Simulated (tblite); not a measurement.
# C6H9BCl2O: the cost of one run

The runs use tblite 0.8.0 and PySCF 2.14.0, with density-fitted response routines of our own; the level of theory stands in each step. All values are computed, except where a source is named. Atoms count from 0, in the outputs and in this text.

## (1) Starting geometry

19 atoms, charge 0, multiplicity 1; geometry from: force field or distance geometry start.

Bonds of the start (Å): C0–C1 1.33, C1–C2 1.50, C1–C3 1.48, C3–C4 1.37, C4–B5 1.58, B5–Cl6 1.84, B5–Cl7 1.84, C3–O8 1.40, O8–C9 1.43, C0–H10 1.08, C0–H11 1.09, C2–H12 1.12, C2–H13 1.10, C2–H14 1.10, C4–H15 1.08, C9–H16 1.11, C9–H17 1.11, C9–H18 1.11.

## (2) Relaxing the molecule with GFN2-xTB

Job settings and geometry (Å):

```
{"job": {"kind": "relax", "xc": "GFN2-xTB", "basis": "xTB"}, "charge": 0, "multiplicity": 1}
C     -0.072800     0.888500    -2.108900
C     -0.491300     0.108400    -1.119400
C     -1.631400    -0.838500    -1.323400
C      0.088100     0.291100     0.232600
C      0.650800    -0.736200     0.937000
B      0.950800    -2.183500     0.377300
Cl     1.450800    -3.480700     1.585200
Cl     1.337100    -2.487300    -1.399700
O      0.005500     1.574500     0.786400
C      0.498200     1.970100     2.064000
H      0.708500     1.612700    -1.961400
H     -0.535800     0.814900    -3.088500
H     -2.572300    -0.248200    -1.494600
H     -1.799400    -1.483000    -0.442400
H     -1.450700    -1.474500    -2.205700
H      0.962100    -0.578000     1.964100
H      0.316300     3.058300     2.206400
H     -0.020700     1.407300     2.865200
H      1.596300     1.793400     2.118300
```

Started as:

```bash
$ OMP_NUM_THREADS=1 python probes_run.py task.json out
```

The driver reads the jobs from task.json and runs them one after another.

**Question.** How long does this first job take on 1 thread of Arm Neoverse N1, shared host, and how much memory does it need?

About 3.5 s, with a peak of 0.18 GiB.
